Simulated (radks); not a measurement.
**Ag⁺ in [Ar] 3d10 4s2 4p4 4d10 4f2: an all-electron calculation**

Wanted: eigenvalues, radial structure and energy terms of the silver ion Ag+.

The numbers are computed with radks (a radial shooting solver on a logarithmic mesh, Libxc functionals) version 1 (scalar-relativistic Kohn-Sham, PBE, spin-unpolarised, spherical densities, finite nucleus), except any that are marked as measured or tabulated.

### Step 1. The atom as given

- element: silver (Z = 47)
- charge: +1
- electrons: 46
- configuration: [Ar] 3d10 4s2 4p4 4d10 4f2
- nuclear rms radius: 4.5454 fm

The outer shells:

Ag⁺
```
[Ar] core
3d [↑↓][↑↓][↑↓][↑↓][↑↓]
4s [↑↓]
4p [↑↓][↑ ][↑ ]
4d [↑↓][↑↓][↑↓][↑↓][↑↓]
4f [↑ ][↑ ][  ][  ][  ][  ][  ]
```

### Step 2. The run

The run's settings:

```text
Z 47
configuration [Ar] 3d10 4s2 4p4 4d10 4f2 5s0 5p0
relativity scalar-relativistic
functional pbe,pbe
spin unpolarised
nucleus finite rms 4.5454 fm
c 137.035999084
```

**Question.** What will this run give?

As calculated:

| quantity | value |
| --- | --- |
| total energy | -5310.04232 hartree |
| exchange-correlation share of it | 2.78 % |
| −T/E | 1.0389 |
| highest occupied level | 4f, -3.152 eV |
| most extended occupied level | 4f, <r> = 6.39 bohr |
| radius at density 0.001 e/bohr³ | 5.19 bohr |
| maxima of the radial density | 5 |

**Reading.** 4 principal shells are occupied and 5 maxima appear in the radial density. Relativity lifts −T/E to 1.039. This is not the tabulated ground configuration, so its levels and sizes aren't those of the ground state, and no measured value stands beside it.
